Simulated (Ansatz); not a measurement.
# Ga3SbAs2: the cost of one run

Computed with Ansatz 0.2.0 (DFT PBE, scalar-relativistic, plane waves, PAW, unless a step's input says otherwise).

1 further run of the same task is left out (it didn't finish).

## Step 1: Starting point

Symmetry: I-4m2, No. 119, tetragonal system. The conventional cell has a = 3.977 Å, b = 3.977 Å, c = 16.875 Å, α = 90.00°, β = 90.00°, γ = 90.00°. Ga (site symmetry 2mm) has 2 Sb at 2.44 Å and 2 As at 2.44 Å as nearest neighbours. Around Ga (site symmetry -4m2) lie 4 As at 2.44 Å. Sb (site symmetry -4m2) has 4 Ga at 2.44 Å as nearest neighbours. As (site symmetry 2mm) is surrounded by 4 Ga at 2.44 Å.

Structure file:

```
Ga Sb As
1.0
    -1.98874    1.98874    8.43749
     1.98874   -1.98874    8.43749
     1.98874    1.98874   -8.43749
Ga Sb As
3 1 2
Direct
  0.66667 0.66667 0.00000
  0.33333 0.33333 0.00000
  0.00000 0.00000 0.00000
  0.25000 0.75000 0.50000
  0.91667 0.41667 0.50000
  0.58333 0.08333 0.50000
```

The start is an ordering of an alloy on its end members' structure types: elements ordered on the sites of the GaAs type, As/Sb on As (I-4m2, No. 119).

## Step 2: A first look at the guess

input.yaml

```yaml
crystal:
  lattice:
    - [-1.98873659, 1.98873659, 8.43749476]
    - [1.98873659, -1.98873659, 8.43749476]
    - [1.98873659, 1.98873659, -8.43749476]
  atoms:
    - { symbol: Ga, position: [0.66666667, 0.66666667, 0.0] }
    - { symbol: Ga, position: [0.33333333, 0.33333333, 0.0] }
    - { symbol: Ga, position: [0.0, 0.0, 0.0] }
    - { symbol: Sb, position: [0.25, 0.75, 0.5] }
    - { symbol: As, position: [0.91666667, 0.41666667, 0.5] }
    - { symbol: As, position: [0.58333333, 0.08333333, 0.5] }
basis:
  ecutwfc: 420
kpoints:
  mp_grid: { grid: [6, 6, 6] }
hamiltonian:
  xc: pbe
scf:
  occupations: { method: gaussian, width: 0.1 }
  lower_state_search: "off"
output:
  forces: true
  stress: true
  eigenvalues: true
```

The run is started by

```sh
$ ansatz run input.yaml --threads 1 --pin off --max-ram 2560MiB --backend cpu --events-out ev --progress --plain --runs-dir out
```

**Question.** How long does this run take on 1 thread of Intel Xeon 6975P-C (Granite Rapids), shared host, and how much memory does it need?

About 11 s, with a peak of 0.5 GiB.
